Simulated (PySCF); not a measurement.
**[Hf(OH)2]2+: other functionals and bases at one geometry**

The task here is to estimate one member of a computed series from the others.

The runs use PySCF 2.14.0; several levels, as the steps say, no spin–orbit coupling.

1 further run of the same task is left out (for a known fault of the program).

### The system as given

5 atoms, charge 2, spin multiplicity 1.

Bond lengths: Hf1–O2 1.811 Å, Hf1–O4 1.811 Å, O2–H3 0.982 Å, O4–H5 0.982 Å. Angles: O2–Hf1–O4 106.8°, Hf1–O2–H3 166.5°, Hf1–O4–H5 166.5°.

Geometry (Å):

```xyz
5
H2HfO2
Hf    0.0000    0.0000   -0.6396
O     1.4538   -0.0334    0.4403
H     2.0839   -0.0504    1.1930
O    -1.4538    0.0334    0.4403
H    -2.0839    0.0504    1.1930
```

Formal oxidation states: Hf +4. An earlier session relaxed this geometry at PBE0, Hf def2-SVP with ECP60, O def2-SVP, H def2-SVP (singlet, point group C2v).

At PBE0 on the finer grid: E = -198.719065 Eh, HOMO -21.47 eV, LUMO -15.00 eV, Mulliken charge on Hf1 +1.83 e, largest force component 0.018 eV/Å. 

Levels to run: TPSSh; B3LYP; PBE0, TZVP. Hardware: 2 threads of Arm Neoverse V1, shared host.

The first run:

Input file run.py (the lines that set the calculation):

```python
mol = gto.M(atom='''
Hf     0.00000     0.00000    -0.63964
O      1.45383    -0.03340     0.44031
H      2.08386    -0.05042     1.19305
O     -1.45383     0.03340     0.44031
H     -2.08386     0.05042     1.19305''',
    basis={'Hf': 'def2-SVP', 'O': 'def2-SVP', 'H': 'def2-SVP'},
    ecp={'Hf': 'def2-SVP'},
    charge=2, spin=0)
mf = dft.RKS(mol, xc='TPSSH')
mf.grids.atom_grid = (75, 302)
mf = mf.density_fit()  # fitting sets: Hf def2-universal-JKFIT, O def2-universal-JKFIT, H def2-universal-JKFIT
mf.conv_tol = 1e-08; mf.max_cycle = 55
mf.kernel(dm0)  # dm0: the density of the relaxed state
```

Command:

```console
$ OMP_NUM_THREADS=2 python run.py
```

Among the steps run: TPSSh; B3LYP; PBE0, TZVP.

One of the session's tables, all rows but one given; the rest of the session is left out.

```
              level  HOMO (eV)  gap (eV)  charge on Hf1 (e)  dipole (D)  largest force component (eV/Å)
PBE0 (relaxed here)     -21.47      6.47               1.83        0.14                            0.02
              TPSSh          ?         ?                  ?           ?                               ?
              B3LYP     -21.17      5.73               1.80        0.05                            0.56
         PBE0, TZVP     -21.43      6.49               2.10        0.26                            0.66
```

Estimate the missing values for TPSSh.

**Answer.** HOMO (eV): -20.54; gap (eV): 5.25; charge on Hf1 (e): 1.82; dipole (D): 0.02; largest force component (eV/Å): 0.59. In the column «HOMO (eV)» it is the highest.

The dipole of a charged species depends on the origin, so these sizes hold for this origin alone.

In one basis the HOMO–LUMO gap runs from 5.25 eV (TPSSh) to 6.47 eV (PBE0). The largest leftover force, 0.66 eV/Å with PBE0, TZVP, stands at a geometry relaxed at another level. Total energies of different levels can't be compared.
